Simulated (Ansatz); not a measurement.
# BaH4 (tetrahydride): the cost of one run

Method: DFT PBE, scalar-relativistic, plane waves, PAW, in Ansatz 0.2.0.

## 1. The structure to begin with

Symmetry: I4/mmm, No. 139, tetragonal system. The conventional cell has a = 3.170 Å, b = 3.170 Å, c = 6.879 Å, α = 90.00°, β = 90.00°, γ = 90.00°. Ba (site symmetry 4/mmm) is surrounded by 16 H at 2.28 to 2.34 Å. H (site symmetry -4m2) is surrounded by 8 H at 2.06 to 2.24 Å and 4 Ba at 2.34 Å. H (site symmetry 4mm) has 1 H at 0.80 Å as nearest neighbours.

As a file:

```cif
data_structure
_symmetry_space_group_name_H-M 'P 1'
_symmetry_Int_Tables_number 1
_cell_length_a 4.1054
_cell_length_b 4.1054
_cell_length_c 4.1054
_cell_angle_alpha 134.579
_cell_angle_beta 134.579
_cell_angle_gamma 66.185
_cell_volume 34.56
loop_
_atom_site_label
_atom_site_type_symbol
_atom_site_fract_x
_atom_site_fract_y
_atom_site_fract_z
_atom_site_occupancy
Ba1 Ba 0.00000 0.00000 0.00000 1
H1 H 0.75000 0.25000 0.50000 1
H2 H 0.25000 0.75000 0.50000 1
H3 H 0.44200 0.44200 0.00000 1
H4 H 0.55800 0.55800 0.00000 1
```

## 2. Relaxing cell and atoms: BaH4 (tetrahydride), no spin, 45 GPa

Input file input.yaml:

```yaml
crystal:
  lattice:
    - [-1.585, 1.585, 3.4395]
    - [1.585, -1.585, 3.4395]
    - [1.585, 1.585, -3.4395]
  atoms:
    - { symbol: Ba, position: [0.0, 0.0, 0.0] }
    - { symbol: H, position: [0.75, 0.25, 0.5] }
    - { symbol: H, position: [0.25, 0.75, 0.5] }
    - { symbol: H, position: [0.442, 0.442, 0.0] }
    - { symbol: H, position: [0.558, 0.558, 0.0] }
scf:
  occupations: { method: gaussian, width: 0.05 }
output:
  forces: true
  stress: true
  eigenvalues: true
  write_density: true
  write_potential: true
  elf: true
  volumetric_format: npy
hamiltonian:
  xc: pbe
basis:
  ecutwfc: 600
kpoints:
  mp_grid: { grid: [12, 12, 12] }
relax:
  f_tol: 0.002
  max_steps: 80
  cell: { stress_tol: 0.05, p_target: 45, fix: [shape] }
```

Started as:

```bash
$ ansatz run input.yaml --threads 1 --pin off --max-ram 2867MiB --backend cpu --events-out ev --progress --plain --runs-dir out
```

What time and memory should one allow on 1 thread of Intel Xeon at 2.30GHz, shared host?

About 47 s, with a peak of 0.51 GiB.
